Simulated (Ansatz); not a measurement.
# NiO: the cost of one run

Method: DFT PBEsol+U (U_eff = 1 eV on Ni d), plane waves, PAW, in Ansatz 0.2.0.

### 1 The system as given

The structure is cubic, space group Fm-3m (No. 225). Conventional cell: a = 4.183 Å, b = 4.183 Å, c = 4.183 Å, α = 90.00°, β = 90.00°, γ = 90.00°. Ni (site symmetry m-3m) is surrounded by 6 O at 2.09 Å. O (site symmetry m-3m) has 6 Ni at 2.09 Å as nearest neighbours.

Coordinates:

```cif
data_structure
_symmetry_space_group_name_H-M 'Fm-3m'
_symmetry_Int_Tables_number 225
_cell_length_a 4.1826
_cell_length_b 4.1826
_cell_length_c 4.1826
_cell_angle_alpha 90.000
_cell_angle_beta 90.000
_cell_angle_gamma 90.000
_cell_volume 73.17
loop_
_atom_site_label
_atom_site_type_symbol
_atom_site_symmetry_multiplicity
_atom_site_Wyckoff_symbol
_atom_site_fract_x
_atom_site_fract_y
_atom_site_fract_z
_atom_site_occupancy
Ni1 Ni 4 a 0.00000 0.00000 0.00000 1
O1 O 4 b 0.00000 0.00000 0.50000 1
```

### 2 Ferromagnetic start, free, symmetry kept, no search

Contents of input.yaml:

```yaml
crystal:
  lattice:
    - [0.0, 2.09130951, 2.09130951]
    - [4.18261902, 2.09130951, 2.09130951]
    - [4.18261902, 4.18261902, 0.0]
  atoms:
    - { symbol: Ni, position: [0.0, 0.0, 0.0], spin: 2.0 }
    - { symbol: O, position: [0.5, 0.5, 0.0] }
    - { symbol: Ni, position: [0.0, 0.0, 0.5], spin: 2.0 }
    - { symbol: O, position: [0.5, 0.5, 0.5] }
basis:
  ecutwfc: 420
  ecutrho_ratio: 4
kpoints:
  mp_grid: { grid: [8, 8, 8] }
hamiltonian:
  xc: pbesol
  hubbard:
    sites: [{ site: 0, l: d, u_eff: 1.0 }, { site: 2, l: d, u_eff: 1.0 }]
scf:
  occupations: { method: gaussian, width: 0.05 }
  lower_state_search: "off"
  max_iter: 150
output:
  forces: true
  stress: true
  eigenvalues: true
  populations: true
  hubbard: { sites: [{ site: 0, l: d }, { site: 2, l: d }] }
magnetization:
  spin_polarized: true
```

On the command line:

```bash
$ ansatz run input.yaml --threads 2 --pin off --max-ram 3072MiB --backend cpu --events-out ev --progress --plain --runs-dir out
```

Q: Estimate wall time and peak memory on 2 threads of Arm Neoverse N1, shared host.

About 15 s, with a peak of 0.48 GiB.
